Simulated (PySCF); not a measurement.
**A gas-phase reaction: Ge2H10O2Si2 + N2O → Ge2H10O3Si2 + N2**

Programs: PySCF 2.14.0. All values are calculated, for the isolated system unless a continuum is named. Atoms count from 0, parts from 1.

### Step 1. Starting point

Each species was relaxed by itself at GFN2-xTB.

### Step 2. Reaction energy: PBE0-D3(BJ)/def2-SVP

Job settings and geometry (Å):

```
{"job": {"kind": "react", "xc": "PBE0", "basis": "def2-SVP", "disp": "d3bj"}, "charge": 0, "multiplicity": 1}
-1 Ge2H10O2Si2 charge 0 multiplicity 1
Si    -0.898530     2.208340     1.081030
Si     0.399910     1.125970    -0.475630
O      1.505570     0.203230     0.297460
Ge     1.734720    -1.335170     1.042950
O     -0.581640     0.228980    -1.423550
Ge    -1.173070    -1.360680    -1.734480
H     -0.382860     3.555910     1.349920
H     -2.300250     2.377020     0.672980
H     -0.959180     1.534260     2.391410
H      1.233120     1.842580    -1.442490
H      3.185440    -1.321990     1.407470
H      1.399490    -2.408750     0.042960
H      0.833860    -1.406920     2.244360
H     -2.368320    -1.110990    -2.600260
H     -1.529020    -1.991310    -0.414370
H     -0.099230    -2.140490    -2.439770

-1 N2O charge 0 multiplicity 1
N      1.118840    -0.062910    -0.005950
N      0.014900    -0.000840    -0.000080
O     -1.133740     0.063750     0.006030

+1 Ge2H10O3Si2 charge 0 multiplicity 1
O     -0.661930    -2.248230     1.333900
Si    -0.432720    -0.876570     0.509310
Si    -2.437850     0.199290     0.339980
O      0.703240    -0.017440     1.317530
Ge     1.413230     1.551620     1.231520
O      0.179540    -1.265620    -0.956670
Ge     1.118420    -0.563070    -2.223070
H      0.068290    -2.830630     1.537200
H     -3.579450    -0.708970     0.206660
H     -2.707160     1.062320     1.500750
H     -2.496680     1.101430    -0.827040
H      1.478080     1.988750    -0.208430
H      2.771310     1.358870     1.833530
H      0.540450     2.463880     2.041130
H      0.415290     0.679690    -2.694380
H      2.489290    -0.246440    -1.690240
H      1.138650    -1.648880    -3.251690

+1 N2 charge 0 multiplicity 1
N      0.549060    -0.004880    -0.005890
N     -0.549060     0.004880     0.005890
```

With the program's defaults for keys left out, this is: PBE0-D3(BJ)/def2-SVP reaction energy of separated species, gas phase.

Started as:

```
$ OMP_NUM_THREADS=1 python cluster_run.py task.json out
```

This one command runs all jobs of the session in turn.

**Question.** How long does this first job take on 1 thread of Intel Xeon at 2.50GHz, shared host, and how much memory does it need?

About 93 s, with a peak of 0.74 GiB.
